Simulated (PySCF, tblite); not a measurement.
# C5H6FN: geometry, infrared bands and NMR shifts

What infrared bands and NMR shifts should C5H6FN (`C/C(F)=C/CC#N`) show?

Programs: tblite 0.8.0 and PySCF 2.14.0, with density-fitted response routines of our own. Each step states its level of theory. These are calculated values for one molecule in the gas phase, unless marked as measured. Atoms count from 0, in the outputs and in this text.

## 1. The molecule as given

13 atoms, charge 0, multiplicity 1; geometry from: force field or distance geometry start.

Bonds of the start (Å): C0–C1 1.50, C1–F2 1.37, C1–C3 1.34, C3–C4 1.51, C4–C5 1.47, C5–N6 1.16, C0–H7 1.10, C0–H8 1.09, C0–H9 1.09, C3–H10 1.08, C4–H11 1.10, C4–H12 1.10.

## 2. Relaxing the molecule with GFN2-xTB

Job settings and geometry (Å):

```
{"job": {"kind": "relax", "xc": "GFN2-xTB", "basis": "xTB"}, "charge": 0, "multiplicity": 1}
C      2.232400     0.047000    -0.009500
C      0.814700    -0.364800     0.267200
F      0.630400    -1.250400     1.290100
C     -0.250600     0.077000    -0.411500
C     -1.662600    -0.355500    -0.103600
C     -2.498900     0.814200     0.209400
N     -3.156100     1.740400     0.449200
H      2.664000     0.527700     0.881600
H      2.833500    -0.829000    -0.261600
H      2.279600     0.758600    -0.835100
H     -0.113300     0.769900    -1.224000
H     -2.068700    -0.862600    -0.993900
H     -1.708900    -1.072100     0.724000
```

Command:

```console
OMP_NUM_THREADS=1 python probes_run.py task.json out
```

This one command runs all jobs of the session in turn.

**Question.** This job is followed by: GFN2-xTB harmonic vibrations, gas phase; GIAO PBE0/pcSseg-1 NMR shielding, non-relativistic, gas phase. What will the session give for the following? strongest single infrared mode (GFN2-xTB); zero-point energy (GFN2-xTB); ¹³C shifts against TMS (PBE0/pcSseg-1); ¹H shifts against TMS (PBE0/pcSseg-1, means over atoms taken as alike); ¹⁹F shifts against CFCl3 (PBE0/pcSseg-1); ¹⁵N shifts against NH3 (PBE0/pcSseg-1).

The runs gave:

| quantity | value |
| --- | --- |
| strongest single infrared mode (GFN2-xTB) | 2414 cm⁻¹, 220 km/mol |
| zero-point energy (GFN2-xTB) | 60.9 kcal/mol |
| ¹³C shifts against TMS (PBE0/pcSseg-1) | 170.8, 121.8, 104.0, 21.1, 14.2 ppm |
| ¹H shifts against TMS (PBE0/pcSseg-1, means over atoms taken as alike) | 4.73, 3.12, 2.11 ppm |
| ¹⁹F shifts against CFCl3 (PBE0/pcSseg-1) | -99.8 ppm |
| ¹⁵N shifts against NH3 (PBE0/pcSseg-1) | 297.8 ppm |

What this shows: Relaxing lowered the energy by 0.081 eV in 26 steps; the close pair that moved most is C4–C5, from 1.472 to 1.444 Å. All 33 modes are real, so the xTB geometry is a minimum. The strongest single mode, at 2414 cm⁻¹, moves mainly C5 and N6. Unscaled tight-binding wavenumbers are off by several per cent, some by more. Its intensities can rank the bands wrongly. The most deshielded hydrogen is H10 (hydrogen on an alkene CH), at 4.73 ppm: olefinic region. At PBE0/pcSseg-1: Shielding is most anisotropic at N6 (span 501 ppm, paramagnetic term -369 ppm).
